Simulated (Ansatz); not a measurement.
# C₇H₁₈AuPS: a ladder of functionals and wavefunction methods

The task here is to estimate one member of a computed series from the others.

Program: Ansatz 0.2.0, Gaussian basis. Level of theory: functionals in def2-TZVPP, the program's frozen cores in correlated methods. These are calculated values, not measurements.

The runs, in order: LDA (SPW92), PBE-D4, revPBE-D4, BLYP-D4, r2SCAN-D4, B97M-V, PBE0-D4, B3LYP-D4, r2SCANh-D4, r2SCAN0-D4, HSE06-D4, BHLYP-D4, CAM-B3LYP-D4, LC-ωPBE, ωB97X-V, ωB97M-V, B2PLYP, PBE-QIDH; CCSD(T)/def2-SVP; CCSD(T)/def2-TZVPP; MP2/def2-QZVPP; extrapolation to the limit; RPA on PBE.

### Structure used throughout

An earlier PBE0-D4 in a triple-zeta def2 set relaxation fixed the geometry. Au takes the def2 core potential; no spin-orbit term is included.

SMILES `CC[P+](CC)(CC)[Au-][S]C`, 28 atoms, charge 0, spin multiplicity 1.

Atoms are counted from 1 here; the program's logs count them from 0.

Bond lengths: C1–C2 1.521 Å, C1–H11 1.092 Å, C1–H12 1.092 Å, C1–H13 1.092 Å, C2–P3 1.828 Å, C2–H14 1.093 Å, C2–H15 1.095 Å, P3–C4 1.829 Å, P3–C6 1.827 Å, P3–Au8 2.271 Å, C4–C5 1.520 Å, C4–H16 1.094 Å, C4–H17 1.093 Å, C5–H18 1.092 Å, C5–H19 1.092 Å, C5–H20 1.092 Å, C6–C7 1.521 Å, C6–H21 1.094 Å and more. Angles: C2–C1–H11 110.9°, C2–C1–H12 110.6°, C2–C1–H13 111.7°, H11–C1–H12 108.1°, H11–C1–H13 107.8°, H12–C1–H13 107.5°, C1–C2–P3 112.7°, C1–C2–H14 110.2°, C1–C2–H15 111.4°, P3–C2–H14 106.1°, P3–C2–H15 109.1°, H14–C2–H15 107.0°, C2–P3–C4 105.3°, C2–P3–C6 104.0°, C2–P3–Au8 114.4°, C4–P3–C6 104.7°, C4–P3–Au8 112.9°, C6–P3–Au8 114.6° and more.

Set-up of the first run:

Input file in.yaml:

```yaml
crystal:
  periodic: [false, false, false]
  atoms:
    - {symbol: C, position_ang: [-1.236496, -0.343867, -2.377496]}
    - {symbol: C, position_ang: [-0.838614, 0.697967, -1.343660]}
    - {symbol: P, position_ang: [-0.403861, -0.039303, 0.271286]}
    - {symbol: C, position_ang: [-1.943182, -0.822421, 0.874086]}
    - {symbol: C, position_ang: [-3.192074, 0.043977, 0.883682]}
    - {symbol: C, position_ang: [-0.160408, 1.404153, 1.365062]}
    - {symbol: C, position_ang: [1.121339, 2.165818, 1.061849]}
    - {symbol: Au, position_ang: [1.350450, -1.479656, 0.202245]}
    - {symbol: S, position_ang: [3.070747, -2.995345, 0.154858]}
    - {symbol: C, position_ang: [4.517870, -2.016593, -0.352328]}
    - {symbol: H, position_ang: [-0.452234, -1.094706, -2.496215]}
    - {symbol: H, position_ang: [-1.409103, 0.123911, -3.348681]}
    - {symbol: H, position_ang: [-2.154856, -0.863049, -2.094206]}
    - {symbol: H, position_ang: [0.049255, 1.241340, -1.678275]}
    - {symbol: H, position_ang: [-1.631008, 1.438814, -1.197042]}
    - {symbol: H, position_ang: [-1.710063, -1.190708, 1.877732]}
    - {symbol: H, position_ang: [-2.089513, -1.715340, 0.260090]}
    - {symbol: H, position_ang: [-3.454628, 0.388348, -0.118760]}
    - {symbol: H, position_ang: [-4.043274, -0.523601, 1.265982]}
    - {symbol: H, position_ang: [-3.074037, 0.922882, 1.520337]}
    - {symbol: H, position_ang: [-1.032279, 2.061253, 1.291841]}
    - {symbol: H, position_ang: [-0.134225, 1.010000, 2.385557]}
    - {symbol: H, position_ang: [1.105857, 2.600440, 0.060070]}
    - {symbol: H, position_ang: [1.258826, 2.983421, 1.772274]}
    - {symbol: H, position_ang: [1.990192, 1.507518, 1.127460]}
    - {symbol: H, position_ang: [5.367558, -2.700322, -0.393922]}
    - {symbol: H, position_ang: [4.745427, -1.229068, 0.366113]}
    - {symbol: H, position_ang: [4.382327, -1.575854, -1.339939]}
basis:
  gaussian: {orbitals: def2-TZVPP}
hamiltonian: {xc: lda}
output: {orbitals: {seedname: orbitals}}
```

Launch:

```bash
ansatz run in.yaml --threads 11 --pin off --events-out ev --progress --plain --max-ram 174080MiB --backend cuda --devices 0, --max-vram 75GiB
```

Among the steps run: LDA; PBE-D4 (GGA); revPBE-D4 (GGA); BLYP-D4 (GGA); r2SCAN-D4 (meta-GGA); B97M-V (meta-GGA); PBE0-D4 (hybrid); B3LYP-D4 (hybrid); r2SCANh-D4 (hybrid); r2SCAN0-D4 (hybrid); HSE06-D4 (hybrid); BHLYP-D4 (hybrid); CAM-B3LYP-D4 (range-separated); LC-ωPBE (range-separated); ωB97X-V (range-separated); ωB97M-V (range-separated); B2PLYP (double hybrid); PBE-QIDH (double hybrid).

One of the session's tables, all rows but one given; the rest of the session is left out.

It belongs to the step «Orbital energies across the functionals». 

| functional | HOMO (eV) | gap (eV) |
| --- | --- | --- |
| LDA (SPW92) | -4.30 | 2.99 |
| PBE-D4 | ? | ? |
| revPBE-D4 | -4.06 | 3.15 |
| BLYP-D4 | -3.97 | 3.04 |
| r2SCAN-D4 | -4.30 | 3.50 |
| B97M-V | -4.36 | 3.34 |
| PBE0-D4 | -5.16 | 4.84 |
| B3LYP-D4 | -4.96 | 4.42 |
| r2SCANh-D4 | -4.70 | 4.14 |
| r2SCAN0-D4 | -5.30 | 5.10 |
| HSE06-D4 | -4.77 | 4.09 |
| BHLYP-D4 | -6.09 | 6.46 |
| CAM-B3LYP-D4 | -6.41 | 6.90 |
| LC-ωPBE | -7.70 | 9.26 |
| ωB97X-V | -7.40 | 8.76 |
| ωB97M-V | -7.29 | 8.38 |

Q: Estimate the row for PBE-D4 from the others.

As computed: HOMO (eV): -4.13; gap (eV): 3.09. In the column «HOMO (eV)» it lies between r2SCAN-D4 (-4.30) and revPBE-D4 (-4.06).
